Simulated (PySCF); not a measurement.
# C3H8BFO: the cost of one run

Programs: PySCF 2.14.0, with density-fitted response routines of our own. Each step states its level of theory. These are calculated values for one molecule in the gas phase, unless marked as measured. Atoms are numbered from 0 throughout.

## 1. The molecule as given

14 atoms, charge 0, multiplicity 1; geometry from: GFN2-xTB. The atoms were then displaced at random by about 0.01 Å, so the start is not that level's minimum.

Bonds of the start (Å): B0–O1 1.67, O1–C2 1.45, C2–C3 1.49, C3–C4 1.51, C4–F5 1.36, C4–O1 1.41, B0–H6 1.19, B0–H7 1.21, B0–H8 1.17, C2–H9 1.10, C2–H10 1.08, C3–H11 1.11, C3–H12 1.11, C4–H13 1.08.

## 2. Relaxing the molecule at PBE0-D3(BJ)/def2-SVP

Job settings and geometry (Å):

```
{"job": {"xc": "PBE0", "basis": "def2-SVP", "d3": "d3bj", "grid": 1, "shake": 0.01, "kind": "geom"}, "charge": 0, "multiplicity": 1}
B      1.888790    -0.291800     0.068520
O      0.357920     0.174170     0.553830
C     -0.383000     1.096060    -0.293310
C     -1.513360     0.131480    -0.352100
C     -0.653810    -0.807370     0.458030
F     -1.136820    -1.087250     1.702050
H      1.742890    -0.680430    -1.048610
H      2.497250     0.748860     0.131020
H      2.176300    -1.087690     0.871400
H     -0.531180     2.044070     0.239830
H      0.148810     1.258060    -1.219860
H     -2.428700     0.447190     0.199160
H     -1.843790    -0.222380    -1.345690
H     -0.328460    -1.738060     0.027970
```

On the command line:

```
$ OMP_NUM_THREADS=1 python probes_run.py task.json out
```

One launch serves the whole session: the jobs run in the order shown.

Q: Estimate the wall time and peak memory of this first job on 1 thread of Arm Neoverse N1, shared host.

About 72 s, with a peak of 0.5 GiB.
